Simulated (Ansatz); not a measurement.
# CHBFNO: up Jacob's ladder to CCSD(T)

An exercise on one series of results from a longer session: the logs are not shown, and one member is left open.

The runs use Ansatz 0.2.0, Gaussian basis; functionals in def2-TZVPP, the program's frozen cores in correlated methods.

Plan: LDA (SPW92), PBE-D4, revPBE-D4, BLYP-D4, r2SCAN-D4, B97M-V, PBE0-D4, B3LYP-D4, r2SCANh-D4, r2SCAN0-D4, HSE06-D4, BHLYP-D4, CAM-B3LYP-D4, LC-ωPBE, ωB97X-V, ωB97M-V, B2PLYP, PBE-QIDH; CCSD(T)/def2-SVP; CCSD(T)/def2-TZVPP; CCSD(T)/def2-QZVPP; extrapolation to the limit; RPA on PBE.

## Structure used throughout

The geometry comes from an earlier relaxation with PBE0-D4 in a triple-zeta def2 set; it is a stationary point.

SMILES `O=C=NBF`, 6 atoms, charge 0, spin multiplicity 1.

Atoms are counted from 1 here; the program's logs count them from 0.

Bond lengths: O1–C2 1.158 Å, C2–N3 1.203 Å, N3–B4 1.416 Å, B4–F5 1.318 Å, B4–H6 1.193 Å. Angles: O1–C2–N3 175.6°, C2–N3–B4 144.6°, N3–B4–F5 118.1°, N3–B4–H6 122.6°, F5–B4–H6 119.2°.

The first run:

File in.yaml:

```yaml
crystal:
  periodic: [false, false, false]
  atoms:
    - {symbol: O, position_ang: [0.762894, -2.231944, 1.101509]}
    - {symbol: C, position_ang: [0.520301, -1.291855, 0.470100]}
    - {symbol: N, position_ang: [0.321438, -0.351507, -0.253230]}
    - {symbol: B, position_ang: [-0.342743, 0.893888, -0.371466]}
    - {symbol: F, position_ang: [-0.199121, 1.570844, -1.493016]}
    - {symbol: H, position_ang: [-1.020768, 1.346574, 0.500003]}
basis:
  gaussian: {orbitals: def2-TZVPP}
hamiltonian: {xc: lda}
output: {orbitals: {seedname: orbitals}}
```

Command:

```
> ansatz run in.yaml --threads 2 --pin off --events-out ev --progress --plain --max-ram 22528MiB --backend cpu
```

Steps of the session up to this table: LDA; PBE-D4 (GGA); revPBE-D4 (GGA); BLYP-D4 (GGA); r2SCAN-D4 (meta-GGA); B97M-V (meta-GGA); PBE0-D4 (hybrid); B3LYP-D4 (hybrid); r2SCANh-D4 (hybrid); r2SCAN0-D4 (hybrid); HSE06-D4 (hybrid); BHLYP-D4 (hybrid); CAM-B3LYP-D4 (range-separated); LC-ωPBE (range-separated); ωB97X-V (range-separated); ωB97M-V (range-separated); B2PLYP (double hybrid); PBE-QIDH (double hybrid).

One table of the session follows, with a row left open; its other results are not shown here.

| functional | HOMO (eV) | gap (eV) |
| --- | --- | --- |
| LDA (SPW92) | -8.02 | 5.44 |
| PBE-D4 | -7.82 | 5.57 |
| revPBE-D4 | -7.75 | 5.62 |
| BLYP-D4 | -7.72 | 5.59 |
| r2SCAN-D4 | -8.14 | 6.22 |
| B97M-V | -8.18 | 6.32 |
| PBE0-D4 | -9.26 | 7.99 |
| B3LYP-D4 | -9.03 | 7.51 |
| r2SCANh-D4 | ? | ? |
| r2SCAN0-D4 | -9.49 | 8.43 |
| HSE06-D4 | -8.86 | 7.21 |
| BHLYP-D4 | -10.63 | 10.42 |
| CAM-B3LYP-D4 | -10.66 | 10.49 |
| LC-ωPBE | -11.97 | 13.02 |
| ωB97X-V | -11.61 | 12.61 |
| ωB97M-V | -11.51 | 12.33 |

Estimate the missing values for r2SCANh-D4.

Worked estimate for «HOMO (eV)». Against the share of exact exchange, r2SCAN-D4 (0, -8.14), r2SCAN0-D4 (0.25, -9.49) give a slope of -5.40 per unit share; at 0.1 the line stands at -8.68.

The run gave: HOMO (eV): -8.68; gap (eV): 7.11. In «HOMO (eV)» the line misses by 0.00.
